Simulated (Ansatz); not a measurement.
Write the native input for Ansatz 0.2.0 that does the following.

```
Task                    : single point
Functional              : HSE06 form with a typed share of exact exchange
Potentials or basis     : Ansatz PAW
Cutoff                  : 420 eV (not typed: the program's choice for these potentials)
k mesh                  : 4 × 4 × 3
Occupations             : fermi-dirac, width 0.05 eV
Spin                    : no spin polarisation
Screening (1/Å)         : 0.2
Share of exact exchange : 0.3
```

The system is Sr2SO.

```
CELL_PARAMETERS angstrom
4.04324 0.00000 0.00000
0.00000 4.04324 0.00000
0.00000 0.00000 5.71800
ATOMIC_POSITIONS crystal
Sr 0.50000 0.50000 0.50000
Sr 0.00000 0.00000 0.00000
S 0.00000 0.00000 0.50000
O 0.50000 0.50000 0.00000
```

The cell comes from a database or a generator and needn't be the stable form of this composition.

One way to write it, as run:

input.yaml

```yaml
crystal:
  lattice:
    - [4.043237, 0.0, 0.0]
    - [0.0, 4.043237, 0.0]
    - [0.0, 0.0, 5.718]
  atoms:
    - { symbol: Sr, position: [0.5, 0.5, 0.5] }
    - { symbol: Sr, position: [0.0, 0.0, 0.0] }
    - { symbol: S, position: [0.0, 0.0, 0.5] }
    - { symbol: O, position: [0.5, 0.5, 0.0] }
hamiltonian:
  xc: { exchange: pbe, correlation: pbe, exx: { coeff: 0.3, omega: 0.2 } }
  pseudopotentials: { kind: paw }
kpoints:
  mp_grid: { grid: [4, 4, 3] }
scf:
  occupations: { method: fermi_dirac, width: 0.05 }
output:
  forces: true
  stress: true
  eigenvalues: true
```

Potentials or basis: Ansatz PAW.

Launch:

```console
$ ansatz run input.yaml --threads 2 --pin off --max-ram 5632MiB --backend cpu --events-out ev --progress --plain --runs-dir out
```

It gave:

```
Pressure               : -1.4 GPa
Band gap on the k mesh : 3.70 eV, direct
```

Caveat: odd divisions of the mesh miss points on the zone boundary, where band edges often lie, so the gap on the mesh can be too wide; the PAW data sets come from PBE, with cores solved anew for the run's functional, which leaves a small shift of forces and pressure; the thresholds are loose for stress.

Run time: 17 s on 2 threads of Intel(R) Xeon(R) 6975P-C (Granite Rapids), with other jobs on the host, peak memory 1.3 GiB.
